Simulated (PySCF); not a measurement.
# [La(NH2)4]−: shape, vibrations and bonding

Task: relax [La(NH2)4]−, compute its harmonic modes and analyse its electrons. It is a constructed species; whether it can be made isn't addressed.

Method: PBE0, La def2-SVP with ECP46, N def2-SVP, H def2-SVP; scalar-relativistic core potentials, no spin–orbit coupling; program: PySCF 2.14.0.

1 further run of the same task is left out (for a known fault of the program).

## (1) The system as given

13 atoms, charge -1, spin multiplicity 1.

Bond lengths: La1–N2 2.358 Å, La1–N5 2.358 Å, La1–N8 2.358 Å, La1–N11 2.358 Å, N2–H3 1.018 Å, N2–H4 1.018 Å, N5–H6 1.018 Å, N5–H7 1.018 Å, N8–H9 1.018 Å, N8–H10 1.018 Å, N11–H12 1.018 Å, N11–H13 1.018 Å. Angles: N2–La1–N5 109.5°, N2–La1–N8 109.5°, N2–La1–N11 109.5°, N5–La1–N8 109.5°, N5–La1–N11 109.5°, N8–La1–N11 109.5°, La1–N2–H3 125.4°, La1–N2–H4 125.4°, H3–N2–H4 109.2°, La1–N5–H6 125.4°, La1–N5–H7 125.4°, H6–N5–H7 109.2°, La1–N8–H9 125.4°, La1–N8–H10 125.4°, H9–N8–H10 109.2°, La1–N11–H12 125.4°, La1–N11–H13 125.4°, H12–N11–H13 109.2°.

Coordinates:

```xyz
13
charge -1, multiplicity 1
La    0.0000    0.0000    0.0000
N     1.3614    1.3614    1.3614
H     1.7020    1.1151    2.2889
H     1.7020    2.2889    1.1151
N    -1.3614   -1.3614    1.3614
H    -1.7020   -1.1151    2.2889
H    -1.7020   -2.2889    1.1151
N     1.3614   -1.3614   -1.3614
H     1.7020   -2.2889   -1.1151
H     1.7020   -1.1151   -2.2889
N    -1.3614    1.3614   -1.3614
H    -1.7020    2.2889   -1.1151
H    -1.7020    1.1151   -2.2889
```

Formal oxidation states: La +3.

## (2) SCF at the start, singlet

run.py (the lines that set the calculation)

```python
mol = gto.M(atom='''
La     0.00000     0.00000     0.00000
N      1.36140     1.36140     1.36140
H      1.70200     1.11510     2.28890
H      1.70200     2.28890     1.11510
N     -1.36140    -1.36140     1.36140
H     -1.70200    -1.11510     2.28890
H     -1.70200    -2.28890     1.11510
N      1.36140    -1.36140    -1.36140
H      1.70200    -2.28890    -1.11510
H      1.70200    -1.11510    -2.28890
N     -1.36140     1.36140    -1.36140
H     -1.70200     2.28890    -1.11510
H     -1.70200     1.11510    -2.28890''',
    basis={'La': 'def2-SVP', 'N': 'def2-SVP', 'H': 'def2-SVP'},
    ecp={'La': 'def2-SVP'},
    charge=-1, spin=0)
mf = dft.RKS(mol, xc='PBE0')
mf.grids.atom_grid = (50, 194)  # f atoms: unpruned, at least (60, 302)
mf = mf.density_fit()  # fitting sets: La def2-universal-JKFIT, N def2-universal-JKFIT, H def2-universal-JKFIT
mf.conv_tol = 1e-08; mf.max_cycle = 55
mf.kernel(dm0)  # dm0: free metal ions and neutral atoms
```

Started as:

```
> OMP_NUM_THREADS=2 python run.py
```

Log:

```text
init E= -261.347369693217
  HOMO = 0.00149791537169491  LUMO = 0.107403762561837  gap/eV = 2.88184
cycle= 1 E= -254.90081319552  delta_E= 6.45  |g|=  0.9  |ddm|= 3.81
  HOMO = -0.124511440504653  LUMO = 0.116546083511162  gap/eV = 6.55951
cycle= 2 E= -254.756042127052  delta_E= 0.145  |g|= 1.19  |ddm|= 1.67
  HOMO = -0.0228357488841752  LUMO = 0.126028513339937  gap/eV = 4.05080
cycle= 3 E= -255.082194450735  delta_E= -0.326  |g|= 0.124  |ddm|= 1.09
  HOMO = -0.0384677975174283  LUMO = 0.1214836144018  gap/eV = 4.35250
cycle= 4 E= -255.085822758945  delta_E= -0.00363  |g|= 0.0219  |ddm|= 0.215
  HOMO = -0.0369106833834617  LUMO = 0.122094114135054  gap/eV = 4.32674
cycle= 5 E= -255.085984915925  delta_E= -0.000162  |g|= 0.00182  |ddm|= 0.0535
  HOMO = -0.0370810934375301  LUMO = 0.12202787171212  gap/eV = 4.32958
cycle= 6 E= -255.085986141332  delta_E= -1.23e-06  |g|= 0.000227  |ddm|= 0.00574
  HOMO = -0.0370690175151444  LUMO = 0.122033552641609  gap/eV = 4.32940
cycle= 7 E= -255.085986157987  delta_E= -1.67e-08  |g|= 5.48e-05  |ddm|= 0.000424
  HOMO = -0.037067855949611  LUMO = 0.122033172378188  gap/eV = 4.32936
cycle= 8 E= -255.085986158982  delta_E= -9.95e-10  |g|= 2.22e-06  |ddm|= 0.000102
  HOMO = -0.0370676065927284  LUMO = 0.122033220374661  gap/eV = 4.32935
Extra cycle  E= -255.085986158986  delta_E= -4.66e-12  |g|= 1.29e-06  |ddm|= 8.7e-06
converged SCF energy = -255.085986158986
```

Run time: 4.3 s. Hardware: 2 threads of Arm Neoverse V2, shared host; peak memory 0.8 GiB.

Read off: E = -255.085986 Eh, HOMO -1.01 eV, LUMO 3.32 eV, Mulliken charge on La1 +0.68 e. 

## (3) Relaxation, singlet

Steps are kept in the start's point group, D2d.

run.py (the lines that set the calculation): that of step 2 with these lines changed.

```diff
@@ -21,2 +21,3 @@
 mf.conv_tol = 1e-08; mf.max_cycle = 55
-mf.kernel(dm0)  # dm0: free metal ions and neutral atoms
+mf.kernel(dm0)  # dm0: an SCF of this state at this start
+# quasi-Newton relaxation in Cartesian coordinates to a largest gradient under 0.00045 Eh/bohr, steps kept in the point group
```

Started as:

```
> OMP_NUM_THREADS=2 python run.py
```

No log is kept here; the results follow.

It took 63 s on 2 threads of Arm Neoverse V2, shared host.

Relaxation path:

| step | energy from step 1 (eV) | largest force component (eV/Å) |
| --- | --- | --- |
| 1 | 0.0000 | 0.2421 |
| 2 | -0.1174 | 0.1666 |
| 3 | -0.1447 | 0.5245 |
| 4 | -0.1665 | 0.1828 |
| 5 | -0.1712 | 0.0450 |
| 6 | -0.1728 | 0.0162 |
| 7 | -0.1748 | 0.0366 |
| 8 | -0.1775 | 0.0465 |
| 9 | -0.1800 | 0.0356 |
| 10 | -0.1814 | 0.0147 |
| 11 | -0.1816 | 0.0043 |

Distances of close pairs at the start and the end, largest changes first:

```
   bond  before (Å)  after (Å)  change (Å)
 La1–N2       2.358      2.406      +0.048
 La1–N5       2.358      2.406      +0.048
 La1–N8       2.358      2.406      +0.048
La1–N11       2.358      2.406      +0.048
  N2–H3       1.018      1.023      +0.004
  N2–H4       1.018      1.023      +0.004
  N5–H6       1.018      1.023      +0.004
  N5–H7       1.018      1.023      +0.004
```

It ends in D2d at E = -255.092661 Eh.

```
La    0.00000    0.00000    0.00000
N     1.23266    1.46118    1.46118
H     1.66040    1.21257    2.35616
H     1.66040    2.35616    1.21257
N    -1.23266   -1.46118    1.46118
H    -1.66040   -1.21257    2.35616
H    -1.66040   -2.35616    1.21257
N     1.23266   -1.46118   -1.46118
H     1.66040   -2.35616   -1.21257
H     1.66040   -1.21257   -2.35616
N    -1.23266    1.46118   -1.46118
H    -1.66040    2.35616   -1.21257
H    -1.66040    1.21257   -2.35616
```

## (4) Harmonic vibrations

run.py (the lines that set the calculation)

```python
mol = gto.M(atom='''
La     0.00000     0.00000     0.00000
N      1.23266     1.46118     1.46118
H      1.66040     1.21257     2.35616
H      1.66040     2.35616     1.21257
N     -1.23266    -1.46118     1.46118
H     -1.66040    -1.21257     2.35616
H     -1.66040    -2.35616     1.21257
N      1.23266    -1.46118    -1.46118
H      1.66040    -2.35616    -1.21257
H      1.66040    -1.21257    -2.35616
N     -1.23266     1.46118    -1.46118
H     -1.66040     2.35616    -1.21257
H     -1.66040     1.21257    -2.35616''',
    basis={'La': 'def2-SVP', 'N': 'def2-SVP', 'H': 'def2-SVP'},
    ecp={'La': 'def2-SVP'},
    charge=-1, spin=0)
mf = dft.RKS(mol, xc='PBE0')
mf.grids.atom_grid = (50, 194)  # f atoms: unpruned, at least (60, 302)
mf = mf.density_fit()  # fitting sets: La def2-universal-JKFIT, N def2-universal-JKFIT, H def2-universal-JKFIT
mf.conv_tol = 1e-10; mf.max_cycle = 55
mf.kernel(dm0)  # dm0: the density of the relaxed state
# Hessian and dipole derivatives by central differences of gradients, 0.02 bohr
```

Started as:

```
> OMP_NUM_THREADS=2 python run.py
```

No log is kept here; the results follow.

Wall time 76 s (2 threads of Arm Neoverse V2, shared host).

Point group D2d; negative numbers are unstable modes, and those under 60 cm⁻¹ are near the numerical noise:

| cm⁻¹ | km/mol | symmetry |
| --- | --- | --- |
| -160 | 0.0 | a2 |
| -37 | 16.6 | e |
| -37 | 16.6 | e |
| 76 | 0.0 | b2 |
| 80 | 0.0 | b1 |
| 96 | 0.0 | a1 |
| 112 | 0.7 | e |
| 112 | 0.7 | e |
| 212 | 0.0 | b1 |
| 241 | 0.0 | a2 |
| 301 | 7.7 | e |
| 301 | 7.7 | e |
| 314 | 213.5 | e |
| 314 | 213.5 | e |
| 325 | 0.0 | b1 |
| 350 | 0.0 | a1 |
| 351 | 263.5 | b2 |
| 426 | 209.1 | e |
| 426 | 209.1 | e |
| 435 | 195.0 | b2 |
| 455 | 0.0 | a1 |
| 1505 | 17.2 | b2 |
| 1506 | 1.0 | e |
| 1506 | 1.0 | e |
| 1509 | 0.0 | a1 |
| 3491 | 16.6 | e |
| 3491 | 16.6 | e |
| 3491 | 18.6 | b2 |
| 3492 | 0.0 | a1 |
| 3576 | 0.0 | a2 |
| 3577 | 15.2 | e |
| 3577 | 15.2 | e |
| 3577 | 0.0 | b1 |

## (5) Displaced along the imaginary mode

Steps are kept in the start's point group, S4.

run.py (the lines that set the calculation)

```python
mol = gto.M(atom='''
La     0.00000     0.00000     0.00000
N      1.23266     1.45981     1.46254
H      1.45404     1.28626     2.47651
H      1.86676     2.23580     1.13888
N     -1.23266    -1.46254     1.45981
H     -1.86676    -1.13888     2.23580
H     -1.45404    -2.47651     1.28626
N      1.23266    -1.45981    -1.46254
H      1.86676    -2.23580    -1.13888
H      1.45404    -1.28626    -2.47651
N     -1.23266     1.46254    -1.45981
H     -1.45404     2.47651    -1.28626
H     -1.86676     1.13888    -2.23580''',
    basis={'La': 'def2-SVP', 'N': 'def2-SVP', 'H': 'def2-SVP'},
    ecp={'La': 'def2-SVP'},
    charge=-1, spin=0)
mf = dft.RKS(mol, xc='PBE0')
mf.grids.atom_grid = (50, 194)  # f atoms: unpruned, at least (60, 302)
mf = mf.density_fit()  # fitting sets: La def2-universal-JKFIT, N def2-universal-JKFIT, H def2-universal-JKFIT
mf.conv_tol = 1e-08; mf.max_cycle = 55
mf.kernel(dm0)  # dm0: an SCF of this state at this start
# quasi-Newton relaxation in Cartesian coordinates to a largest gradient under 0.00045 Eh/bohr, steps kept in the point group
```

Started as:

```
> OMP_NUM_THREADS=2 python run.py
```

The driver keeps no SCF log for this step, only its results.

Wall time 2.9 min (2 threads of Arm Neoverse V2, shared host).

The steps of the relaxation:

```csv
step,energy from step 1 (eV),largest force component (eV/Å)
1,0.0000,1.1830
2,-0.1717,0.0729
3,-0.1759,0.0446
4,-0.1800,0.4171
5,-0.1871,0.0633
6,-0.1936,0.0830
7,-0.2015,0.4400
8,-0.2174,0.0876
9,-0.2264,0.0752
10,-0.2302,0.1013
11,-0.2334,0.1260
12,-0.2378,0.0704
13,-0.2404,0.0987
14,-0.2434,0.0469
15,-0.2450,0.0645
16,-0.2458,0.0814
17,-0.2465,0.0294
18,-0.2470,0.0232
19,-0.2476,0.0435
20,-0.2476,0.0917
21,-0.2482,0.0700
22,-0.2483,0.1119
23,-0.2491,0.0476
24,-0.2494,0.0292
25,-0.2495,0.0141
26,-0.2496,0.0081
```

Close pairs (by a distance rule), those that changed most:

| bond | before (Å) | after (Å) | change (Å) |
| --- | --- | --- | --- |
| N5–H7 | 1.052 | 1.021 | -0.031 |
| N11–H12 | 1.052 | 1.021 | -0.031 |
| N2–H3 | 1.052 | 1.021 | -0.031 |
| N8–H10 | 1.052 | 1.021 | -0.031 |
| N2–H4 | 1.053 | 1.023 | -0.030 |
| N8–H9 | 1.053 | 1.023 | -0.030 |
| N5–H6 | 1.053 | 1.023 | -0.030 |
| N11–H13 | 1.053 | 1.023 | -0.030 |

It ends in S4 at E = -255.096164 Eh.

```xyz
13

La    0.0000    0.0000    0.0000
N     1.4376    1.3084    1.4068
H     1.4450    1.4865    2.4123
H     2.3032    1.7296    1.0599
N    -1.4376   -1.4067    1.3084
H    -2.3030   -1.0595    1.7298
H    -1.4453   -2.4122    1.4865
N     1.4376   -1.3084   -1.4068
H     2.3032   -1.7296   -1.0599
H     1.4450   -1.4865   -2.4123
N    -1.4376    1.4067   -1.3084
H    -1.4453    2.4122   -1.4865
H    -2.3030    1.0595   -1.7298
```

## (6) Charges, bond orders and levels

run.py (the lines that set the calculation)

```python
mol = gto.M(atom='''
La     0.00004     0.00000     0.00000
N      1.43763     1.30842     1.40680
H      1.44500     1.48654     2.41227
H      2.30323     1.72962     1.05986
N     -1.43756    -1.40675     1.30844
H     -2.30304    -1.05946     1.72979
H     -1.44529    -2.41215     1.48654
N      1.43763    -1.30842    -1.40680
H      2.30323    -1.72962    -1.05986
H      1.44500    -1.48654    -2.41227
N     -1.43756     1.40675    -1.30844
H     -1.44529     2.41215    -1.48654
H     -2.30304     1.05946    -1.72979''',
    basis={'La': 'def2-SVP', 'N': 'def2-SVP', 'H': 'def2-SVP'},
    ecp={'La': 'def2-SVP'},
    charge=-1, spin=0)
mf = dft.RKS(mol, xc='PBE0')
mf.grids.atom_grid = (75, 302)  # f atoms: unpruned, at least (60, 302)
mf = mf.density_fit()  # fitting sets: La def2-universal-JKFIT, N def2-universal-JKFIT, H def2-universal-JKFIT
mf.conv_tol = 1e-09; mf.max_cycle = 55
mf.kernel(dm0)  # dm0: the density of the relaxed state
```

Started as:

```
> OMP_NUM_THREADS=2 python run.py
```

Log:

```text
init E= -255.096185775901
  HOMO = -0.0437709099912899  LUMO = 0.122039920537317  gap/eV = 4.51194
cycle= 1 E= -255.096185776903  delta_E= -1e-09  |g|= 4.97e-05  |ddm|= 0.000172
  HOMO = -0.0437725487106794  LUMO = 0.122039195008611  gap/eV = 4.51197
cycle= 2 E= -255.096185775747  delta_E= 1.16e-09  |g|= 8.59e-05  |ddm|= 0.000124
  HOMO = -0.0437748123772335  LUMO = 0.122039648454294  gap/eV = 4.51204
cycle= 3 E= -255.0961857775  delta_E= -1.75e-09  |g|= 2.48e-06  |ddm|= 7.73e-05
  HOMO = -0.0437744594317541  LUMO = 0.122039709877496  gap/eV = 4.51203
cycle= 4 E= -255.0961857775  delta_E= -2.84e-13  |g|= 1.68e-06  |ddm|= 3.91e-06
  HOMO = -0.043774837903047  LUMO = 0.122039666471833  gap/eV = 4.51204
Extra cycle  E= -255.096185777499  delta_E= 1.42e-12  |g|= 2.77e-06  |ddm|= 4.09e-06
converged SCF energy = -255.096185777499
```

Run time: 34 s. Hardware: 2 threads of Arm Neoverse V2, shared host.

Result: E = -255.096186 Eh, HOMO -1.19 eV, LUMO 3.32 eV, Mulliken charge on La1 +0.68 e, largest force component 0.009 eV/Å. 

Löwdin charges:

La1 0.18; N2 -0.36; H3 0.03; H4 0.03; N5 -0.36; H6 0.03; H7 0.03; N8 -0.36; H9 0.03; H10 0.03; N11 -0.36; H12 0.03; H13 0.03

Mulliken charges: La1 +0.68, N2 -0.56, H3 +0.07, H4 +0.07, N5 -0.56, H6 +0.07, H7 +0.07, N8 -0.56, H9 +0.07, H10 +0.07, N11 -0.56, H12 +0.07, H13 +0.07 e.

Contacts (the nearest donor of each ligand) and Mayer bond orders:

```csv
contact,distance (Å),bond order
La1–N2 (NH2),2.400,0.94
La1–N5 (NH2),2.400,0.94
La1–N8 (NH2),2.400,0.94
La1–N11 (NH2),2.400,0.94
```

Mulliken populations of La1 outside the core potential: s 2.26, p 6.35, d 1.58, f 0.14.

Orbitals, density, ELF and potential are computed afterwards from the orbital file.

Frontier orbitals at PBE0, with the share of their density that lies nearest to each atom:

```
orbital  energy (eV)                                          lies on
 HOMO-1        -1.19  N2, N8 about 26 % each; N5, N11 about 12 % each
   HOMO        -1.19  N5, N11 about 26 % each; N2, N8 about 12 % each
   LUMO         3.32                        8 H atoms about 11 % each
```

ELF in a plane through or near 3 of the atoms.

Ten even steps from ' ' (0.00) to '@' (0.99):
```
                                                        
                                                        
                                                        
                                ::====::                
                              ..==**++--                
                          ..::--++**==::..::..          
                          ::**##%%######@@@@%%++        
                ..        ..**%%%%%%%%@@@@@@@@**        
            ::==**++--..    ..::++====++####++::        
          ..--**%%%%##++..                              
          ..--++%%%%%%%%--..                            
        --**%%%%##++==%%##==                            
        **@@@@@@@@%%%%@@%%**..                          
        ++%%@@@@##****####**..                          
          ..==--::..--====::                            
                                                        
                                                        
                                                        
                                                        
                                                        
```
The map spans 9.8 Å across and 10.7 Å up, centred on the molecule. Atoms in the plane (x, y in Å): N5 (-1.4, -0.8), H6 (-2.3, -1.3), H9 (2.3, 1.5).

log10 of the density (e/Å³) in the same plane.

Ten even steps from '0' (-4.0) to '9' (0.8):
```
0000000000000000000000000000
0000000000000000000000000000
0000000000000011222211000000
0000000011111223444432100000
0000001111122234555543210000
0000011122223455676655431000
0000112222334456788876542100
0000122333444566788887542100
0001223455555556666665432100
0001335567766655554443321000
0012345678887665443332211000
0012456789987655443322211000
0012457888887654433322110000
0012456666665543333322110000
0001234444444333222221100000
0000012222222222221110000000
0000000111111111111100000000
0000000000000000000000000000
0000000000000000000000000000
0000000000000000000000000000
```
The map spans 9.8 Å across and 10.7 Å up, centred on the molecule. Atoms in the plane (x, y in Å): N5 (-1.4, -0.8), H6 (-2.3, -1.3), H9 (2.3, 1.5).

On the surface of density 0.002 e/bohr³ the electrostatic potential runs, from the 1st to the 99th percentile, from -5.33 V near N5 to -2.62 V near La1.

## (7) Results

| quantity | value |
| --- | --- |
| state and point group | singlet, S4 |
| first geometry: modes | -160 to 3577 cm⁻¹, 3 unstable |
| first geometry: strongest infrared band (modes within 1.5 cm⁻¹ summed) | 314 cm⁻¹ (427 km/mol) |
| metal–ligand contacts | 2.40 Å |
| frontier levels | HOMO -1.19 eV, LUMO 3.32 eV |
| dipole about the centre of mass | 0.00 D |
| mean polarisability | 13.9 Å³ |

**Reading.** At the first geometry 3 modes are unstable, so this structure is a saddle point; the molecule was then pushed along the lowest one and relaxed again. The metal carries +0.18 e by Löwdin's partition against a formal +3, and bond orders to the nearest donors reach 0.94. Both measures hang on the basis. Leaving the first, D2d structure gained 0.10 eV and gave S4. No vibrations are shown for the final structure, so this session doesn't show it to be a minimum. One start shape was tried, so another isomer may lie lower. These are double-zeta-type bases without diffuse functions. Spin–orbit coupling is left out.
